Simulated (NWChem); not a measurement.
**One shape, several levels: SnH3O2 (SMILES [OH][SnH][OH])**

Wanted: a comparison of 6 runs (UHF/STO-3G, UHF/3-21G, UB3LYP/def2-SVPD, UM06-2X/def2-SVPD, UPBE0/def2-SVPD, UMP2/def2-SVPD) of SnH3O2. 

The calculation is run with NWChem 7.3.0.

2 further runs of the same task are left out: 2 set aside as unsound or not needed.

## 1. The structure to begin with

SnH3O2 has 6 atoms, charge 0, and is taken as a doublet. As SMILES, `[OH][SnH][OH]`. Geometry: relaxed at PBE0-D4/def2-TZVP. This is one conformer, not always the lowest.

Bond lengths: O1–Sn2 1.978 Å, Sn2–O3 1.963 Å, O1–H4 0.960 Å, Sn2–H5 1.748 Å, O3–H6 0.962 Å. Angles: O1–Sn2–O3 99.7°, O1–Sn2–H5 110.6°, O3–Sn2–H5 104.3°, Sn2–O1–H4 115.0°, Sn2–O3–H6 112.0°.

## 2. Energy and gradient at UHF/STO-3G (run 1)

The input, run.py:

```python
from ase import Atoms
from ase.calculators.nwchem import NWChem

atoms = Atoms(['O', 'Sn', 'O', 'H', 'H', 'H'], positions=[
    [-1.248300, -0.684700, -0.233400],
    [0.417000, 0.302500, -0.639600],
    [1.413900, -0.038300, 1.016700],
    [-1.852000, -0.783400, -0.973600],
    [0.128600, 2.026100, -0.624300],
    [1.182700, -0.886000, 1.408100],
])

calc = NWChem(
    label='h3o2sn',
    theory='scf',
    memory='2200 mb',
    basis='STO-3G',
    basispar='spherical bse',
    scf={'nopen': '1', 'uhf': None, 'thresh': '1e-08', 'maxiter': '80', 'print': 'low'},
)
atoms.calc = calc

forces = atoms.get_forces()
print(f"energy = {atoms.get_potential_energy():.6f} eV")
print("forces (eV/A):")
for s, f in zip(atoms.symbols, forces):
    print(f"{s:2s} {f[0]:10.5f} {f[1]:10.5f} {f[2]:10.5f}")
```

Run with:

```sh
$ export ASE_NWCHEM_COMMAND="nwchem PREFIX.nwi > PREFIX.nwo"
$ python run.py
```

The program printed:

```text
energy = -166334.669181 eV
forces (eV/A):
O     1.84718    0.59449    1.58329
Sn   -0.88338    0.73904    0.78120
O     0.22744    1.88446   -1.12182
H    -0.79936    0.06279   -1.60308
H     0.22075   -1.74706    0.01466
H    -0.61269   -1.53371    0.34571
```

The calculator wrote h3o2sn.nwi:

```
title "h3o2sn"

permanent_dir h3o2sn

scratch_dir h3o2sn

start h3o2sn

geometry units angstrom nocenter noautosym noautoz
  O  -1.2483000000000000e+00 -6.8469999999999998e-01 -2.3340000000000000e-01
  Sn 4.1699999999999998e-01 3.0249999999999999e-01 -6.3959999999999995e-01
  O  1.4138999999999999e+00 -3.8300000000000001e-02 1.0166999999999999e+00
  H  -1.8520000000000001e+00 -7.8339999999999999e-01 -9.7360000000000002e-01
  H  1.2859999999999999e-01 2.0261000000000000e+00 -6.2429999999999997e-01
  H  1.1827000000000001e+00 -8.8600000000000001e-01 1.4080999999999999e+00
end

memory 2200 mb

basis spherical bse noprint
   * library STO-3G
end

scf
  nopen 1
  uhf
  thresh 1e-08
  maxiter 80
  print low
end

task scf gradient
```

h3o2sn.nwo:

```text
Northwest Computational Chemistry Package (NWChem) 7.3.0
             --------------------------------------------------------

           Job information
           ---------------

    nwchem branch   = 7.3.0
    use scalapack   = T
    input           = h3o2sn.nwi
    prefix          = h3o2sn.
    data base       = h3o2sn/h3o2sn.db
    status          = startup
    nproc           =        1

           Memory information
           ------------------

    heap     =     72089596 doubles =      550.0 Mbytes
    stack    =     72089601 doubles =      550.0 Mbytes
    global   =    144179200 doubles =     1100.0 Mbytes (distinct from heap & stack)
    total    =    288358397 doubles =     2200.0 Mbytes
    verify   = yes
    hardfail = no

           Directory information
           ---------------------

  0 permanent = h3o2sn
  0 scratch   = h3o2sn

                                NWChem Input Module
                                -------------------

                                      h3o2sn
                                      ------

[... 26 lines left out ...]
            Nuclear Dipole moment (a.u.)
[... 61 lines left out ...]
 Forming initial guess at       0.1s

 Starting SCF solution at       0.3s

       Final UHF  results
       ------------------

         Total SCF energy =  -6112.686396497979
      One electron energy =  -9009.254719164815
      Two electron energy =   2619.688433412280
 Nuclear repulsion energy =    276.879889254557

                       Sz =      0.5000
                 Sz(Sz+1) =      0.7500
                      S^2 =      0.7577

        Time for solution =      8.3s

                              NWChem Gradients Module
                              -----------------------

                         UHF ENERGY GRADIENTS

    atom               coordinates                        gradient
                 x          y          z           x          y          z
   1 O      -2.358945  -1.293895  -0.441062   -0.035922  -0.011561  -0.030790
   2 Sn      0.788016   0.571642  -1.208669    0.017179  -0.014372  -0.015192
   3 O       2.671884  -0.072377   1.921284   -0.004423  -0.036647   0.021816
   4 H      -3.499773  -1.480411  -1.839837    0.015545  -0.001221   0.031175
   5 H       0.243019   3.828774  -1.179756   -0.004293   0.033975  -0.000285
   6 H       2.234979  -1.674297   2.660923    0.011915   0.029826  -0.006723

 Task  times  cpu:        9.9s     wall:        9.9s
 Total times  cpu:       10.0s     wall:       10.0s
```

Wall time 12 s (1 thread of Intel Xeon Platinum 8259CL at 2.50GHz (Skylake/Cascade Lake), shared host); peak memory 0.1 GiB.

## 3. Energy and forces at UHF/3-21G (run 2)

The input, run.nw:

```
start run
memory 2200 mb

geometry units angstroms noautosym nocenter noautoz
  O     -1.248300    -0.684700    -0.233400
  Sn     0.417000     0.302500    -0.639600
  O      1.413900    -0.038300     1.016700
  H     -1.852000    -0.783400    -0.973600
  H      0.128600     2.026100    -0.624300
  H      1.182700    -0.886000     1.408100
end

basis spherical bse
  * library 3-21G
end

scf
  nopen 1
  uhf
  thresh 1e-08
  maxiter 80
  print medium
end

task scf gradient
```

Run with:

```sh
$ nwchem run.nw > run.out
```

The program printed:

```text
[...]
  functions       =    55
[...]
  wavefunction    = UHF
[...]
         Total SCF energy =  -6146.911776140322
      One electron energy =  -9033.965652277915
      Two electron energy =   2610.173986883036
 Nuclear repulsion energy =    276.879889254557
                       Sz =      0.5000
                 Sz(Sz+1) =      0.7500
                      S^2 =      0.7603
[...]
                         UHF ENERGY GRADIENTS
    atom               coordinates                        gradient
                 x          y          z           x          y          z
   1 O      -2.358945  -1.293895  -0.441062   -0.017838  -0.009617   0.005581
   2 Sn      0.788016   0.571642  -1.208669    0.004107   0.001617  -0.017256
   3 O       2.671884  -0.072377   1.921284    0.007658  -0.000412   0.017420
   4 H      -3.499773  -1.480411  -1.839837    0.009640   0.005080   0.001801
   5 H       0.243019   3.828774  -1.179756    0.000037  -0.002134   0.003196
   6 H       2.234979  -1.674297   2.660923   -0.003604   0.005465  -0.010743
[...]
```

Wall time 12 s (1 thread of Intel Xeon Platinum 8259CL at 2.50GHz (Skylake/Cascade Lake), shared host); peak memory 0.099 GiB.

Runs 3 to 4 aren't shown in full; the table further down has their settings and results.

## 4. Energy and forces at UPBE0/def2-SVPD (core potential) (run 5)

The input, calc.nw:

```
start calc
memory total 2200 mb
geometry units angstrom noautosym nocenter noautoz
  O     -1.248300    -0.684700    -0.233400
  Sn     0.417000     0.302500    -0.639600
  O      1.413900    -0.038300     1.016700
  H     -1.852000    -0.783400    -0.973600
  H      0.128600     2.026100    -0.624300
  H      1.182700    -0.886000     1.408100
end
basis spherical bse
  O library def2-SVPD
  Sn library def2-SVPD
  H library def2-SVPD
end
ecp bse
  Sn library def2-SVPD
end
dft
  xc pbe0
  mult 2
  grid fine
  convergence energy 1e-08
  iterations 100
  mulliken
  noprint "final vectors analysis"
end
task dft gradient
```

Run with:

```sh
$ nwchem calc.nw > calc.out
```

The program printed:

```text
[...]
          Wavefunction type:  spin polarized.
          No. of atoms     :     6
          No. of electrons :    41
[...]
          Charge           :     0
          Spin multiplicity:     2
[...]
          AO basis - number of functions:   102
[...]
              XC Information
              --------------
                         PBE0 Method XC Functional
                     Hartree-Fock (Exact) Exchange  0.250
          PerdewBurkeErnzerhof Exchange Functional  0.750
            Perdew 1991 LDA Correlation Functional  1.000 local
           PerdewBurkeErnz. Correlation Functional  1.000 non-local
[...]
 d= 0,ls=0.0,diis     1   -366.1460198074 -5.02D+02  1.30D-02  2.62D-01     7.2
[...]
 d= 0,ls=0.0,diis    11   -366.2807006708 -8.67D-09  3.67D-07  5.46D-10    55.8
[...]
         Total DFT energy =     -366.280700670755
      One electron energy =     -857.001795403435
           Coulomb energy =      390.622448296404
    Exchange-Corr. energy =      -36.198907754423
 Nuclear repulsion energy =      136.297554190698
[...]
      Total Density - Mulliken Population Analysis
     ---------------------------------------------
    Atom       Charge   Shell Charges
 -----------   ------   -------------------------------------------------------
    1 O    8     8.74   1.99  1.08  0.70  0.15  2.82  1.79  0.22  0.01 -0.01
    2 Sn  22    20.81   0.43  1.60  1.14  0.09  0.00  2.75  3.25  1.14  0.26  9.73  0.43 -0.02
    3 O    8     8.80   1.99  1.08  0.70  0.19  2.82  1.81  0.21  0.01 -0.01
    4 H    1     0.84   0.71  0.05  0.07  0.01
    5 H    1     1.02   0.67  0.33  0.01  0.02
    6 H    1     0.80   0.70  0.02  0.07  0.02
[...]
      <S2> =      0.7551 (Exact =     0.7500)
[...]
  wavefunction    = open shell
                         DFT ENERGY GRADIENTS
    atom               coordinates                        gradient
                 x          y          z           x          y          z
   1 O      -2.358945  -1.293895  -0.441062    0.009395   0.005817  -0.002838
   2 Sn      0.788016   0.571642  -1.208669   -0.004952  -0.008769   0.014853
   3 O       2.671884  -0.072377   1.921284   -0.006436   0.001634  -0.010599
   4 H      -3.499773  -1.480411  -1.839837    0.002233   0.000964   0.000529
   5 H       0.243019   3.828774  -1.179756    0.000205  -0.001277  -0.000028
   6 H       2.234979  -1.674297   2.660923   -0.000445   0.001630  -0.001917
[...]
```

Wall time 67 s (1 thread of Intel Xeon Platinum 8259CL at 2.50GHz (Skylake/Cascade Lake), shared host); peak memory 0.13 GiB.

## 5. Energy and forces at UMP2/def2-SVPD (core potential) (run 6)

The input, h3o2sn.nw:

```
START h3o2sn
TITLE "H3O2Sn"
memory stack 880 mb heap 220 mb global 1100 mb
charge 0

GEOMETRY units atomic noautosym nocenter noautoz
  O     -2.35894512    -1.29389548    -0.44106208
  Sn     0.78801579     0.57164215    -1.20866883
  O      2.67188377    -0.07237651     1.92128455
  H     -3.49977278    -1.48041145    -1.83983735
  H      0.24301878     3.82877410    -1.17975602
  H      2.23497909    -1.67429735     2.66092336
END

BASIS spherical bse
  * library def2-SVPD
END

ECP bse
  Sn library def2-SVPD
END

SCF
  doublet
  uhf
  thresh 1e-08
  maxiter 80
  noprint "final vectors analysis"
END

MP2
  freeze core 6
  tight
END

TASK mp2 gradient
```

Run with:

```sh
$ nwchem h3o2sn.nw > h3o2sn.out
```

The program printed:

```text
[...]
  functions       =   102
[...]
  wavefunction    = UHF
[...]
         Total SCF energy =   -364.706538172175
      One electron energy =   -856.727351442369
      Two electron energy =    355.723268865773
 Nuclear repulsion energy =    136.297544404422
                       Sz =      0.5000
                 Sz(Sz+1) =      0.7500
                      S^2 =      0.7638
[...]
          Total MP2 energy          -365.221485232335
[...]
                         mp2 ENERGY GRADIENTS
    atom               coordinates                        gradient
                 x          y          z           x          y          z
   1 O      -2.358945  -1.293895  -0.441062    0.008010   0.006573  -0.006528
   2 Sn      0.788016   0.571642  -1.208669   -0.003934  -0.016794   0.016132
   3 O       2.671884  -0.072377   1.921285   -0.009297  -0.001847  -0.010642
   4 H      -3.499773  -1.480411  -1.839837    0.005924   0.001889   0.004464
   5 H       0.243019   3.828774  -1.179756   -0.001073   0.003964   0.000848
   6 H       2.234979  -1.674297   2.660923    0.000370   0.006215  -0.004274
[...]
```

It took 2.4 min on 1 thread of Intel Xeon Platinum 8259CL at 2.50GHz (Skylake/Cascade Lake), shared host; peak memory 0.44 GiB.

## 6. The series

```csv
run,level,iteration cap,module,energy (Eh),⟨S²⟩,largest force (eV/Å),wall time
1,UHF/STO-3G,80,scf,-6112.686396,0.758,2.504,12 s
2,UHF/3-21G,80,scf,-6146.911776,0.760,1.081,12 s
3,UB3LYP/def2-SVPD (core potential),100,dft,-366.512757,0.755,1.335,65 s
4,UM06-2X/def2-SVPD (core potential),100,dft,-366.311847,0.757,0.916,92 s
5,UPBE0/def2-SVPD (core potential),100,dft,-366.280701,0.755,0.923,67 s
6,UMP2/def2-SVPD (core potential),80,mp2,-365.221485,0.764,1.214,2.4 min
```

## 7. Summary of results

| quantity | value |
| --- | --- |
| run 6: total energy | -365.22149 Eh |
| run 6: dipole moment (of the density that the program reports) | 2.64 D |
| run 6: correlation energy (6 core orbitals frozen) | -514.9 mEh |
| run 6: ⟨S²⟩ of the reference determinant | 0.764 |
| run 6: largest force on an atom | 1.214 eV/Å |

Over runs 2, 3, 4, 5, 6 the dipole moment (its size) runs from 2.51 D (UPBE0/def2-SVPD) to 3.66 D (UHF/3-21G). The two ends differ in method and basis and core potential. Totals of different functionals can't be ranked against each other. Some runs of one species differ in core potentials or relativity; totals across that change don't compare. In run 1 the basis is minimal, so the values are rough. In runs 1, 2 relativity is left out where basis or elements ask for it. All runs together took 6.5 min, the longest 2.4 min.
